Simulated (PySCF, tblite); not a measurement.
# C₃H₇BF₂O: geometry, infrared bands and NMR shifts

Aim: predict the infrared bands and NMR shifts of C₃H₇BF₂O (`C[C@H](CO)B(F)F`).

The runs use tblite 0.8.0 and PySCF 2.14.0, with density-fitted response routines of our own; the level of theory stands in each step. All values are computed, except where a source is named. Atoms count from 0, in the outputs and in this text.

**1. Starting geometry**

14 atoms, charge 0, multiplicity 1; geometry from: force field or distance geometry start.

Bonds of the start (Å): C0–C1 1.53, C1–C2 1.55, C2–O3 1.41, C1–B4 1.61, B4–F5 1.45, B4–F6 1.43, C0–H7 1.10, C0–H8 1.11, C0–H9 1.12, C1–H10 1.10, C2–H11 1.11, C2–H12 1.10, O3–H13 1.00.

**2. Geometry optimisation with GFN2-xTB**

What the job is given:

```
{"job": {"kind": "relax", "xc": "GFN2-xTB", "basis": "xTB"}, "charge": 0, "multiplicity": 1}
C     -1.218100    -1.031800    -0.271100
C     -0.252000     0.148300    -0.392200
C      1.175300    -0.290300     0.041700
O      2.075900     0.762300    -0.197600
B     -0.763100     1.376000     0.509600
F     -1.084900     2.636500    -0.132700
F     -0.904600     1.241500     1.929900
H     -0.890700    -1.859300    -0.920300
H     -1.279000    -1.403000     0.777600
H     -2.246300    -0.719900    -0.595300
H     -0.220000     0.468300    -1.446700
H      1.173600    -0.575000     1.117300
H      1.468300    -1.172100    -0.550900
H      2.965000     0.417700     0.108600
```

The run is started by

```bash
OMP_NUM_THREADS=1 python probes_run.py task.json out
```

This one command runs all jobs of the session in turn.

**Question.** This job is followed by: GFN2-xTB harmonic vibrations, gas phase; GIAO PBE0/pcSseg-1 NMR shielding, non-relativistic, gas phase. What will the session give for the following? strongest single infrared mode (GFN2-xTB); zero-point energy (GFN2-xTB); 13C shifts against TMS (PBE0/pcSseg-1); 1H shifts against TMS (PBE0/pcSseg-1, means over atoms taken as alike); 17O shifts against H2O (PBE0/pcSseg-1); 11B shifts against BF3·OEt2 (PBE0/pcSseg-1); 19F shifts against CFCl3 (PBE0/pcSseg-1, means over atoms taken as alike).

The runs gave:

| quantity | value |
| --- | --- |
| strongest single infrared mode (GFN2-xTB) | 1287 cm⁻¹, 249 km/mol |
| zero-point energy (GFN2-xTB) | 66.0 kcal/mol |
| 13C shifts against TMS (PBE0/pcSseg-1) | 72.6, 26.8, 12.0 ppm |
| 1H shifts against TMS (PBE0/pcSseg-1, means over atoms taken as alike) | 4.04, 3.99, 1.69, 0.97, 0.60 ppm |
| 17O shifts against H2O (PBE0/pcSseg-1) | 35.2 ppm |
| 11B shifts against BF3·OEt2 (PBE0/pcSseg-1) | 28.2 ppm |
| 19F shifts against CFCl3 (PBE0/pcSseg-1, means over atoms taken as alike) | -74.1 ppm |

What this shows: Relaxing lowered the energy by 0.689 eV in 59 steps; the close pair that moved most is B4–F5, from 1.451 to 1.315 Å. All 36 modes are real, so the xTB geometry is a minimum. The strongest single mode, at 1287 cm⁻¹, is carried by B4, H10, F6. GFN2-xTB is a fitted tight-binding method: band positions and strengths are rough. Its intensities can rank the bands wrongly. C2 (sp3 CH2 bonded to O) lies farthest downfield among carbon, at 72.6 ppm; pulled downfield by the heteroatom. At PBE0/pcSseg-1: The widest tensor belongs to F5, F6: span 309 ppm, with a paramagnetic part of -223 ppm.
